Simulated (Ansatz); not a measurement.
Born–Oppenheimer molecular dynamics of a periodic cell of 16 atoms, Li (start crystal Li, start structure bcc, volume 1 times the crystal's). It starts from a structure without forces on its atoms.

Computed with DFT PBE-D3(BJ), scalar-relativistic, plane waves, PAW (Ansatz). Settings: cutoff 420 eV, k mesh 2x2x2, fermi-dirac smearing 0.16 eV, no spin polarisation.

```yaml
ensemble: NVT, Langevin thermostat
time_step: 1 fs
steps_asked: 230
set_temperature: 1800 K
friction: 0.02 /fs
seed: 903889
```

First frame:

```xyz
16
Lattice="6.9800 0.0000 0.0000 0.0000 6.9800 0.0000 0.0000 0.0000 6.9800" Properties=species:S:1:pos:R:3
Li 0.000 0.000 0.000
Li 3.490 0.000 0.000
Li 0.000 3.490 0.000
Li 0.000 0.000 3.490
Li 1.745 1.745 1.745
Li 3.490 3.490 0.000
Li 3.490 0.000 3.490
Li 5.235 1.745 1.745
Li 0.000 3.490 3.490
Li 1.745 5.235 1.745
Li 1.745 1.745 5.235
Li 3.490 3.490 3.490
Li 5.235 5.235 1.745
Li 5.235 1.745 5.235
Li 1.745 5.235 5.235
Li 5.235 5.235 5.235
```

**Question.** What does the run give?

**Answer.** The run went to its last step.

```yaml
steps_done: 230
time_covered: 230 fs
mean_temperature_over_the_second_half: 1505 K
spread_of_the_potential_energy_over_the_second_half: 22.0 meV per atom
mean_potential_energy_of_the_second_half_above_the_start: 202.0 meV per atom
```

The mean temperature of the second half is 16 % below the set value. A run of 0.23 ps of so small a system gives no equilibrium averages. Limits of this set-up: coarse k mesh.

**Question.** What happens to the structure?

**Answer.** Mean squared displacements from the first frame to the last, about the centre of mass: Li 1.07 Å². The details hang on the random start.

**Question.** How do temperature and energy run in time?

**Answer.** 
```csv
time (fs),T (K),potential energy less start (eV)
0.0,1688,0.000
19.0,1164,1.422
38.0,955,3.251
57.0,1292,3.513
76.0,1682,3.132
95.0,1699,3.536
114.0,1995,2.592
133.0,1714,3.394
152.0,1589,3.076
171.0,1220,3.246
190.0,1446,2.922
209.0,1337,3.315
228.0,860,3.947
```

Run time: 13 min on 1 thread of Arm Neoverse V2, on a shared host, peak memory 0.51 GiB.
